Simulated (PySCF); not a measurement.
# C₂H₇BrSi₄: electronic excitations

Aim: predict the electronic excitations of C₂H₇BrSi₄ (`C#C[Si@@H]1[SiH2][SiH2][Si@H]1Br`).

Computed with PySCF 2.14.0, with density-fitted response routines of our own, on a single molecule in the gas phase. Atoms are numbered from 0 throughout.

## Step 1: The molecule as given

14 atoms, charge 0, multiplicity 1; geometry from: GFN2-xTB.

Bonds of the start (Å): C0–C1 1.20, C1–Si2 1.85, Si2–Si3 2.37, Si3–Si4 2.36, Si4–Si5 2.37, Si5–Br6 2.29, Si5–Si2 2.38, C0–H7 1.05, Si2–H8 1.47, Si3–H9 1.47, Si3–H10 1.47, Si4–H11 1.47, Si4–H12 1.47, Si5–H13 1.46.

## Step 2: Ultraviolet spectrum: CAM-B3LYP/def2-SVPD

Job settings and geometry (Å):

```
{"job": {"kind": "uv", "xc": "CAM-B3LYP", "basis": "def2-SVPD", "nstates": 8, "ntriplets": 3}, "charge": 0, "multiplicity": 1}
C      3.354882    -0.734137     0.323082
C      2.338811    -0.103859     0.457053
Si     0.744197     0.810645     0.655743
Si    -1.010786    -0.571948     1.453624
Si    -1.953181    -0.675186    -0.708137
Si    -0.331231     0.872874    -1.466338
Br    -1.277714     2.931500    -1.768563
H      4.250629    -1.274621     0.207106
H      1.132271     2.058302     1.330591
H     -0.586051    -1.850291     2.035566
H     -1.852486     0.037554     2.490565
H     -1.816117    -1.969231    -1.388954
H     -3.360058    -0.308211    -0.892504
H      0.366157     0.776135    -2.750999
```

Level: TDDFT CAM-B3LYP/def2-SVPD, vertical, gas phase, core orbitals frozen in the response.

Run with:

```sh
$ OMP_NUM_THREADS=1 python probes_run.py task.json out
```

The driver reads the jobs from task.json and runs them one after another.

Predict these results of the whole session: lowest singlet (CAM-B3LYP/def2-SVPD); brightest single state of those computed; lowest triplet; surface potential, 1st and 99th percentile.

The runs gave:

```
                                quantity                        value
    lowest singlet (CAM-B3LYP/def2-SVPD)  4.10 eV (303 nm), f = 0.000
brightest single state of those computed  state 4, 5.62 eV, f = 0.121
                          lowest triplet                      3.77 eV
   surface potential, 1st and 99th percentile           -0.61 V and 1.64 V
```

What this shows: The first singlet state (HOMO→LUMO 0.95) lies at 4.10 eV and is dark; of the 8 states computed, the strongest absorption comes from state 4 at 5.62 eV. The lowest triplet lies 0.32 eV below the lowest singlet (triplets in Tamm-Dancoff, singlets in full TDDFT). By nearest atom (CAM-B3LYP/def2-SVPD), the HOMO sits on Br6 23 %; Si2, Si5 about 18 % each and the LUMO on Si5 22 %; Si2, Si4 about 12 % each.
